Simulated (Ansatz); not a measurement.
# Sn2TeO2: the cost of one run

Computed with Ansatz 0.2.0 (DFT PBE, scalar-relativistic, plane waves, PAW, unless a step's input says otherwise).

1 further run of the same task is left out (it didn't finish).

**1. The system as given**

Symmetry: I4/mmm, No. 139, tetragonal system. Conventional cell: a = 3.798 Å, b = 3.798 Å, c = 12.946 Å, α = 90.00°, β = 90.00°, γ = 90.00°. Sn (site symmetry 4mm) is surrounded by 4 O at 2.25 Å. Around Te (site symmetry 4/mmm) lie 8 Sn at 3.37 Å. O (site symmetry -4m2) is surrounded by 4 Sn at 2.25 Å.

Structure file:

```cif
data_structure
_symmetry_space_group_name_H-M 'I4/mmm'
_symmetry_Int_Tables_number 139
_cell_length_a 3.7980
_cell_length_b 3.7980
_cell_length_c 12.9464
_cell_angle_alpha 90.000
_cell_angle_beta 90.000
_cell_angle_gamma 90.000
_cell_volume 186.75
loop_
_atom_site_label
_atom_site_type_symbol
_atom_site_symmetry_multiplicity
_atom_site_Wyckoff_symbol
_atom_site_fract_x
_atom_site_fract_y
_atom_site_fract_z
_atom_site_occupancy
Sn1 Sn 4 e 0.50000 0.50000 0.15730 1
Te1 Te 2 a 0.00000 0.00000 0.00000 1
O1 O 4 d 0.50000 0.00000 0.25000 1
```

It is the end of an earlier relaxation with the same method, from a database cell with other species swapped in; it is a trial structure. At a tolerance of 0.05 Å it has space group I4/mmm (No. 139); it has 18.68 Å³/atom, an uncorrected energy of -0.91 eV/atom over the elements.

**2. Electronic structure at the relaxed geometry**

input.yaml

```yaml
crystal:
  lattice:
    - [-1.8990076451, 1.8990076451, 6.4732062352]
    - [1.8990076451, -1.8990076451, 6.4732062352]
    - [1.8990076451, 1.8990076451, -6.4732062352]
  atoms:
    - { symbol: Sn, position: [0.6573046963, 0.6573046963, 0.0] }
    - { symbol: Sn, position: [0.3426953037, 0.3426953037, 0.0] }
    - { symbol: Te, position: [0.0, 0.0, 0.0] }
    - { symbol: O, position: [0.25, 0.75, 0.5] }
    - { symbol: O, position: [0.75, 0.25, 0.5] }
basis:
  ecutwfc: 420
kpoints:
  mp_grid: { grid: [14, 14, 14] }
  band_path:
    path:
      - [[0.0, 0.0, 0.0], [0.0, 0.0, 0.5], [0.25, 0.25, 0.25], [0.0, 0.5, 0.0], [0.0, 0.0, 0.0], [0.5, 0.5, -0.5], [0.27151565, 0.72848435, -0.27151565]]
      - [[-0.27151565, 0.27151565, 0.27151565], [0.0, 0.0, 0.0]]
      - [[0.0, 0.0, 0.5], [-0.04303131, 0.04303131, 0.5]]
      - [[0.5, 0.5, -0.04303131], [0.5, 0.5, -0.5]]
    npoints: 14
hamiltonian:
  xc: pbe
scf:
  occupations: { method: gaussian, width: 0.1 }
  n_extra_bands: 12
output:
  forces: true
  stress: true
  eigenvalues: true
  populations: true
  dos: { projected: true, de: 0.02, nscf_kmesh: { grid: [17, 17, 17] } }
  bader: true
  write_density: true
  write_potential: true
  elf: true
  volumetric_format: npy
```

Started as:

```bash
$ ansatz run input.yaml --threads 1 --pin off --max-ram 2560MiB --backend cpu --events-out ev --progress --plain --runs-dir out
```

What time and memory should one allow on 1 thread of Intel Xeon 6975P-C (Granite Rapids), shared host?

About 88 s, with a peak of 1.2 GiB.
